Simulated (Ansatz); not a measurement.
Li3Rh, space group Fm-3m: a test of the smearing width, run with Ansatz 0.2.0 through its Python package.

The script, `smear_li3rh.py`:
```python
# -*- coding: utf-8 -*-
"""Smearing width test for Li3Rh."""

import ansatz as az

system = (
    az.Lattice.of([0.0, 2.981411, 2.981411], [2.981411, 0.0, 2.981411], [2.981411, 2.981411, 0.0])
    .atom("Li", [0.25, 0.25, 0.25])
    .atom("Li", [0.75, 0.75, 0.75])
    .atom("Li", [0.5, 0.5, 0.5])
    .atom("Rh", [0.0, 0.0, 0.0])
)

calculation = (
    system.calculation()
    .functional("r2scan")
    .basis(12 * az.Ha)
    .kpoints(4, center="monkhorst-pack")
    .scf(tolerance=1e-07, algorithm="density_mixing")
)

rows = []
for value in [0.3, 0.2, 0.1, 0.05]:
    summary = calculation.occupations("cold", width=value).run(threads=1).report
    rows.append((value, summary["free_energy_ev"] / len(summary["lattice"]["sites"]), summary["n_iterations"], summary["n_kpoints"]))

print("  width (eV)   F/atom (eV)    iterations      k-points")
for row in rows:
    print(f"{str(row[0]):>12s}  {row[1]:12.5f}  {row[2]:12d}  {row[3]:12d}")

# differences from the last row
for row in rows[:-1]:
    shift = 1000 * (row[1] - rows[-1][1])
    print(f"{row[0]}: {shift:+.2f} meV/atom" + ("  (within 2 meV)" if abs(shift) < 2 else ""))
```

How much does the free energy per atom change between the narrowest and the widest smearing, and why?

Going from 0.05 to 0.3 eV changes F by +8.2 meV an atom. This scheme is built to cancel the term in the square of the width, but that needs a smooth density of states and a fine mesh, and here a sizeable shift remains.

The run itself:

Output of `python smear_li3rh.py`:
```text
DeckWarning: basis.ecutwfc = 326.536634951856 eV is below the records' recommended 500 eV, and the density's cutoff is lower with it unless basis.ecutrho_ratio is high enough to keep the records' density cutoff: compare with a run at a higher cutoff
DeckWarning: crystal.symmetry: narrowed to the stabiliser of the k-point mesh — unitary ops 48 → 12; excluded 36 operations that carry a point of the 4×4×4 mesh (shift [0.5, 0.5, 0.5]) off the mesh (the run samples exactly the mesh kpoints.mp_grid names, as under crystal.symmetry.detect: false, and its converged state has the mesh's symmetry, not the crystal's; ε∞, the Born charges and the force constants of a linear response (`dielectric:` by the response, `phonons.method: dfpt`) are averaged [...]
RunWarning: on these k-points the computed levels leave a gap of 0.2343 eV at the electron count, 2.3 widths of the cold smearing (0.1000 eV); against the step filling of these same bands (every level under the gap full, every level over it empty) smearing changes F+E_penalty+E_count by +3.413 meV and its σ→0 estimate by +1.949 meV; at least one of the two is larger in size than the energy tolerance (0.100 meV). If the cell is an insulator that change is an error of the smearing, and at this [...]
  width (eV)   F/atom (eV)    iterations      k-points
         0.3   -1757.65280             8            10
         0.2   -1757.65833             8            10
         0.1   -1757.66016             7            10
        0.05   -1757.66101            12            10
0.3: +8.21 meV/atom
0.2: +2.68 meV/atom
0.1: +0.85 meV/atom  (within 2 meV)
```
(Warnings from the package without file and line, shortened.)

Reading the output:
- The cutoff lies under the one recommended for these potentials.
- Cold and Methfessel-Paxton smearing aren't meant for a gap as narrow as their width.
- Energy and stress may still move on a finer k-point mesh.
- The structure comes from a database of computed cells and needn't be a stable or known phase.
- Run time: 15 s on 1 thread of Intel(R) Xeon(R) Platinum 8259CL CPU @ 2.50GHz (Skylake/Cascade Lake), with other jobs on the host, peak memory 0.39 GiB.
